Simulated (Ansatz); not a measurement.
# CH8AlBOSi: small, medium and large basis sets

The task here is to estimate one member of a computed series from the others.

Program: Ansatz 0.2.0, Gaussian basis. Level of theory: one geometry, several basis sets. These are calculated values, not measurements.

Plan: PBE0-D4/def2-SVP; ωB97M-V/def2-SVP; PBE0-D4/def2-QZVPP; ωB97M-V/def2-QZVPP; the functionals' def2-TZVPP values are taken from earlier runs.

**Structure used throughout**

An earlier PBE0-D4 in a triple-zeta def2 set relaxation fixed the geometry.

13 atoms, charge 0, spin multiplicity 1.

Atoms are counted from 1 here; the program's logs count them from 0.

Bond lengths: B1–Si2 1.856 Å, B1–Al3 2.209 Å, B1–H6 1.225 Å, B1–H7 1.195 Å, Si2–Al3 2.734 Å, Si2–H8 1.487 Å, Si2–H9 1.484 Å, Al3–C4 1.940 Å, Al3–O5 1.698 Å, C4–H10 1.095 Å, C4–H11 1.094 Å, C4–H12 1.093 Å, O5–H13 0.956 Å. Angles: Si2–B1–Al3 84.1°, Si2–B1–H6 120.0°, Si2–B1–H7 121.3°, Al3–B1–H6 70.1°, Al3–B1–H7 109.0°, H6–B1–H7 118.2°, B1–Si2–Al3 53.5°, B1–Si2–H8 125.3°, B1–Si2–H9 123.6°, Al3–Si2–H8 93.6°, Al3–Si2–H9 121.7°, H8–Si2–H9 110.6°, B1–Al3–Si2 42.5°, B1–Al3–C4 125.4°, B1–Al3–O5 112.5°, Si2–Al3–C4 107.0°, Si2–Al3–O5 130.9°, C4–Al3–O5 118.3° and more.

Set-up of the first run:

The input, in.yaml:

```yaml
crystal:
  periodic: [false, false, false]
  atoms:
    - {symbol: B, position_ang: [-0.472049, 1.352173, 1.085984]}
    - {symbol: Si, position_ang: [-1.796377, 1.070851, -0.184092]}
    - {symbol: Al, position_ang: [0.691872, -0.061526, -0.148663]}
    - {symbol: C, position_ang: [0.439635, -1.985022, -0.193458]}
    - {symbol: O, position_ang: [2.205091, 0.562459, -0.601044]}
    - {symbol: H, position_ang: [-0.078657, 0.420420, 1.776759]}
    - {symbol: H, position_ang: [0.117712, 2.389030, 1.149316]}
    - {symbol: H, position_ang: [-2.485056, -0.222273, -0.436725]}
    - {symbol: H, position_ang: [-2.180763, 2.075425, -1.205842]}
    - {symbol: H, position_ang: [0.297797, -2.330548, -1.222299]}
    - {symbol: H, position_ang: [1.317277, -2.504219, 0.202160]}
    - {symbol: H, position_ang: [-0.433985, -2.300205, 0.382457]}
    - {symbol: H, position_ang: [2.397905, 1.498534, -0.589752]}
basis:
  gaussian: {orbitals: def2-SVP}
hamiltonian: {xc: pbe0, dispersion: d4}
output: {orbitals: {seedname: orbitals}}
```

Run with:

```console
> ansatz run in.yaml --threads 4 --pin off --events-out ev --progress --plain --max-ram 10444MiB
```

Steps of the session up to this table: PBE0-D4 in def2-SVP; ωB97M-V in def2-SVP; PBE0-D4 in def2-QZVPP; ωB97M-V in def2-QZVPP.

One table of the session follows, with a row left open; its other results are not shown here.

It belongs to the step «Functionals by basis». 

```
functional       basis  HOMO (eV)  LUMO (eV)
   PBE0-D4    def2-SVP      -6.84      -1.93
   PBE0-D4  def2-TZVPP          ?          ?
   PBE0-D4  def2-QZVPP      -6.86      -2.02
   ωB97M-V    def2-SVP      -8.74      -0.01
   ωB97M-V  def2-TZVPP      -8.77      -0.15
   ωB97M-V  def2-QZVPP      -8.79      -0.22
```

**Question.** Estimate the row for PBE0-D4, def2-TZVPP.

**Answer.** HOMO (eV): -6.85; LUMO (eV): -1.99. In the column «HOMO (eV)» it lies between PBE0-D4, def2-QZVPP (-6.86) and PBE0-D4, def2-SVP (-6.84).
